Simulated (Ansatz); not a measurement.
## H2: the interaction energy of a dimer with the counterpoise correction

Program: the Ansatz DFT code, driven from Python.

The script, `dimer_h2.py`:
```python
"""Binding of a H2 dimer at a trial geometry."""

import ansatz as az
import numpy as np

FIRST = [
    ("H", (0.3326, -0.1033, 0.1724)),
    ("H", (-0.3326, 0.1033, -0.1724)),
]
SECOND = [
    ("H", (0.2077, -2.0796, 0.0631)),
    ("H", (0.6815, -2.6352, -0.2033)),
]

def energy(atoms, ghosts=()):
    molecule = az.Crystal.molecule()
    for symbol, xyz in atoms:
        molecule = molecule.atom(symbol, xyz)
    calc = (
        molecule.calculation()
        .basis(gaussian="aug-cc-pVDZ")
        .functional("pbe0")
    )
    deck = calc.input()
    if ghosts:
        deck = deck.set(az.key.basis.gaussian.ghost_atoms, [{"symbol": s, "position_ang": list(xyz)} for s, xyz in ghosts])
    return az.Session.from_dict(deck).plan().execute().report["free_energy_ev"]

# ghost atoms carry the functions of the partner
direction = np.array([0.1852, -0.9823, -0.0292])
print("shift (A)   counterpoise-corrected interaction (kJ/mol)")
for shift in (-0.3, 0.0, 0.4, 1.0, 2.0):
    moved = [(s, tuple(np.round(np.array(xyz) + shift * direction, 4))) for s, xyz in SECOND]
    gain = energy(FIRST + moved) - energy(FIRST, moved) - energy(moved, FIRST)
    print(f"{shift:8.2f} {96.485332 * gain:14.3f}")
```

```console
$ python dimer_h2.py
shift (A)   counterpoise-corrected interaction (kJ/mol)
   -0.30         18.871
    0.00          6.093
    0.40          0.738
    1.00         -0.405
    2.00         -0.119
```

What to keep in mind:
- The dimer is a generated trial pose of unrelaxed monomers, not a minimum, so the figure is no binding energy, and the basis set is small.
- This level lacks the dispersion part of the attraction (electrostatics and induction are there), which can decide the sign where the interaction is weak.
- Run time: 3.7 s on 1 thread of Arm Neoverse V1, on a shared host, peak memory 0.14 GiB.
